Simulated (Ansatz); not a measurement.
**CH9NSi3: up Jacob's ladder to CCSD(T)**

The task here is to estimate one member of a computed series from the others.

Computed with Ansatz 0.2.0, Gaussian basis. Level: functionals in def2-TZVPP, the program's frozen cores in correlated methods.

The runs, in order: PBE-D4, r2SCAN-D4, PBE0-D4, B3LYP-D4, ωB97X-V, ωB97M-V, B2PLYP; CCSD(T)/def2-TZVPP; MP2/def2-QZVPP; extrapolation to the limit.

**Structure used throughout**

The geometry comes from an earlier relaxation with PBE0-D4 in a triple-zeta def2 set; it is a stationary point, not always the lowest conformer.

SMILES `N[SiH]1C[SiH2][SiH2]1`, 14 atoms, charge 0, spin multiplicity 1.

Atoms are counted from 1 here; the program's logs count them from 0.

Bond lengths: N1–Si2 1.718 Å, N1–H6 1.007 Å, N1–H7 1.007 Å, Si2–C3 1.889 Å, Si2–Si5 2.361 Å, Si2–H8 1.490 Å, C3–Si4 1.898 Å, C3–H9 1.091 Å, C3–H10 1.097 Å, Si4–Si5 2.346 Å, Si4–H11 1.489 Å, Si4–H12 1.488 Å, Si5–H13 1.487 Å, Si5–H14 1.493 Å. Angles: Si2–N1–H6 119.5°, Si2–N1–H7 121.0°, H6–N1–H7 111.1°, N1–Si2–C3 116.2°, N1–Si2–Si5 126.8°, N1–Si2–H8 105.8°, C3–Si2–Si5 88.4°, C3–Si2–H8 109.8°, Si5–Si2–H8 108.6°, Si2–C3–Si4 97.7°, Si2–C3–H9 116.5°, Si2–C3–H10 108.7°, Si4–C3–H9 117.8°, Si4–C3–H10 107.2°, H9–C3–H10 108.2°, C3–Si4–Si5 88.6°, C3–Si4–H11 111.0°, C3–Si4–H12 114.6° and more.

Set-up of the first run:

in.yaml

```yaml
crystal:
  periodic: [false, false, false]
  atoms:
    - {symbol: N, position_ang: [-0.964331, 2.255527, 0.543916]}
    - {symbol: Si, position_ang: [-0.553808, 0.587105, 0.575295]}
    - {symbol: C, position_ang: [-0.800308, -0.361729, -1.039895]}
    - {symbol: Si, position_ang: [0.407503, -1.782528, -0.686035]}
    - {symbol: Si, position_ang: [1.616978, -0.333156, 0.707426]}
    - {symbol: H, position_ang: [-1.340911, 2.689356, 1.370878]}
    - {symbol: H, position_ang: [-0.426466, 2.912456, 0.002393]}
    - {symbol: H, position_ang: [-1.392420, -0.017382, 1.648522]}
    - {symbol: H, position_ang: [-1.827535, -0.620003, -1.301137]}
    - {symbol: H, position_ang: [-0.376125, 0.227553, -1.862626]}
    - {symbol: H, position_ang: [-0.259724, -2.873510, 0.076595]}
    - {symbol: H, position_ang: [1.044093, -2.369396, -1.896511]}
    - {symbol: H, position_ang: [2.243221, -0.780229, 1.980035]}
    - {symbol: H, position_ang: [2.616933, 0.436534, -0.090057]}
basis:
  gaussian: {orbitals: def2-TZVPP}
hamiltonian: {xc: pbe, dispersion: d4}
output: {forces: true, orbitals: {seedname: orbitals}}
```

Started as:

```
$ ansatz run in.yaml --threads 4 --pin off --events-out ev --progress --plain --max-ram 10444MiB
```

Steps of the session up to this table: PBE-D4 (GGA); r2SCAN-D4 (meta-GGA); PBE0-D4 (hybrid); B3LYP-D4 (hybrid); ωB97X-V (range-separated); ωB97M-V (range-separated); B2PLYP (double hybrid); CCSD(T) in def2-TZVPP; MP2 in def2-QZVPP.

One table of the session follows, with a row left open; its other results are not shown here.

```
            method  atomisation energy (eV)
            PBE-D4                   48.544
         r2SCAN-D4                        ?
           PBE0-D4                   48.172
          B3LYP-D4                   48.268
           ωB97X-V                   48.736
           ωB97M-V                   48.422
            B2PLYP                   47.548
     HF/def2-TZVPP                   35.383
    MP2/def2-TZVPP                   47.029
   CCSD/def2-TZVPP                   46.346
CCSD(T)/def2-TZVPP                   46.957
           MP2/CBS                   48.412
       CCSD(T)/CBS                   48.340
```

Q: Estimate the row for r2SCAN-D4 from the others.

The run gave: atomisation energy (eV): 48.323. In the column «atomisation energy (eV)» it lies between B3LYP-D4 (48.268) and CCSD(T)/CBS (48.340).

Caveats from the session: Free atoms (1 N, 3 Si, 1 C, 9 H) were run apart at each level; the atomisation energy is their sum less the molecule, without zero-point or spin-orbit terms.
